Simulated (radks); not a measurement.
# Ge²⁺ in [Ar] 3d10 4s2: an all-electron calculation

One table from this session's results is given with a row withheld; the runs are named, their logs left out.

Program: radks (a radial shooting solver on a logarithmic mesh, Libxc functionals) version 1. Level of theory: Dirac Kohn-Sham, exchange-only LDA, spin-unpolarised, spherical densities, finite nucleus. These are calculated values, not measurements, unless marked.

### What is computed

* element: germanium (Z = 32)
* charge: +2
* electrons: 30
* configuration: [Ar] 3d10 4s2
* nuclear rms radius: 4.0742 fm

The outer shells:

Ge²⁺
```
[Ar] core
3d [↑↓][↑↓][↑↓][↑↓][↑↓]
4s [↑↓]
```

Set-up of the first run:

The run's settings:

```text
Z 32
configuration [Ar] 3d10 4s2
relativity Dirac
functional lda,
spin unpolarised
j_filling energy
nucleus finite rms 4.0742 fm
c 137.035999084
```

The run is started by

```sh
$ python run_ks.py task.json out
```

The same process makes all the runs of this session.

One table of the session follows, with a row left open; its other results are not shown here.

It belongs to the step «Orbitals and density». Sizes of the orbitals, from the radial functions (bohr):

| level | <r> | outermost maximum (interpolated) | 90 % within | nodes |
| --- | --- | --- | --- | --- |
| 1s1/2 | 0.04706 | 0.0308 | 0.0841 | 0 |
| 2s1/2 | 0.2102 | 0.176 | 0.325 | 1 |
| 2p1/2 | 0.1814 | 0.139 | 0.297 | 0 |
| 2p3/2 | 0.1850 | 0.142 | 0.302 | 0 |
| 3s1/2 | 0.6255 | 0.543 | 0.937 | 2 |
| 3p1/2 | 0.6406 | 0.538 | 0.987 | 1 |
| 3p3/2 | 0.6515 | 0.546 | 1.00 | 1 |
| 3d3/2 | 0.7309 | 0.500 | 1.24 | 0 |
| 3d5/2 | 0.7361 | 0.503 | 1.25 | 0 |
| 4s1/2 | ? | ? | ? | ? |

**Question.** Estimate the row for 4s1/2.

The run gave: <r>: 1.948; outermost maximum (interpolated): 1.67; 90 % within: 2.88; nodes: 3. In the column «<r>» it is the highest.
